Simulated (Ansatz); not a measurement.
I need a rigid scan of one bond length of CH₆BNO, SMILES BC(N)O. Use Ansatz 0.2.0, Python API. Settings (for the species named): CAM-B3LYP, cc-pVDZ basis, multiplicity 1.

```xyz
10

B    -0.7427    1.0216   -0.2979
C     0.1703   -0.1972   -0.1521
N    -0.0273   -0.7717    1.1644
O     1.5797    0.2287   -0.3152
H    -1.6148    1.0715   -1.1722
H    -0.6818    2.0082    0.4148
H    -0.0650   -0.9540   -0.9182
H     0.7273   -1.5421    1.2695
H    -0.9414   -1.1908    1.2752
H     1.6788    0.2746   -1.2651
```

`ch6bno_scan.py`
```python
import ansatz as az
import numpy as np

geometry_ang = [
    ("B", [-0.7427, 1.0216, -0.2979]),
    ("C", [0.1703, -0.1972, -0.1521]),
    ("N", [-0.0273, -0.7717, 1.1644]),
    ("O", [1.5797, 0.2287, -0.3152]),
    ("H", [-1.6148, 1.0715, -1.1722]),
    ("H", [-0.6818, 2.0082, 0.4148]),
    ("H", [-0.065, -0.954, -0.9182]),
    ("H", [0.7273, -1.5421, 1.2695]),
    ("H", [-0.9414, -1.1908, 1.2752]),
    ("H", [1.6788, 0.2746, -1.2651]),
]
mol = az.Crystal.molecule()
for symbol, xyz in geometry_ang:
    mol = mol.atom(symbol, xyz)

symbols = [site.symbol for site in mol.cartesian_sites]
start = np.array([site.position_ang for site in mol.cartesian_sites])
axis = (start[6] - start[1]) / np.linalg.norm(start[6] - start[1])
moving = [6]
lengths, energies = [0.94, 1.01, 1.1, 1.21, 1.38, 1.65, 1.98, 2.43], []
for length in lengths:
    xyz = start.copy()
    xyz[moving] += (length - np.linalg.norm(start[6] - start[1])) * axis
    point = az.Crystal.molecule()
    for symbol, place in zip(symbols, xyz):
        point = point.atom(symbol, place.tolist())
    setup = (
        point.calculation()
        .basis(gaussian="cc-pVDZ")
        .functional("cam_b3lyp")
        .accuracy("medium")
        .spin("collinear")
    )
    r = setup.run(threads=1, backend="cpu").report
    energies.append(r["free_energy_ev"])
    print(f"r = {length:6.3f} A  E = {energies[-1]:.5f} eV  <S^2> = {abs(r['mean_field']['state']['spin_squared']):.3f}")

print("energy above the lowest point (eV):", [round(e - min(energies), 3) for e in energies])
```

```console
$ python ch6bno_scan.py
r =  0.940 A  E = -5343.29679 eV  <S^2> = 0.000
r =  1.010 A  E = -5343.74006 eV  <S^2> = 0.000
r =  1.100 A  E = -5343.93134 eV  <S^2> = 0.000
r =  1.210 A  E = -5343.82162 eV  <S^2> = 0.000
r =  1.380 A  E = -5343.30773 eV  <S^2> = 0.000
r =  1.650 A  E = -5342.29001 eV  <S^2> = 0.000
r =  1.980 A  E = -5341.18199 eV  <S^2> = 0.038
r =  2.430 A  E = -5340.37711 eV  <S^2> = 0.630
energy above the lowest point (eV): [0.635, 0.191, 0.0, 0.11, 0.624, 1.641, 2.749, 3.554]
```

Notes:
- The settings weren't tested for convergence.
- The rest of the molecule is held rigid at a force-field or estimated start geometry, and the basis set is modest; single-reference methods fail as a bond breaks.
- The expectation value of S² is noticeably off S(S+1) in at least one run, so that state is spin-contaminated.
- It ran for 54 s on 1 thread of Arm Neoverse V1, on a shared host, peak memory 0.35 GiB.
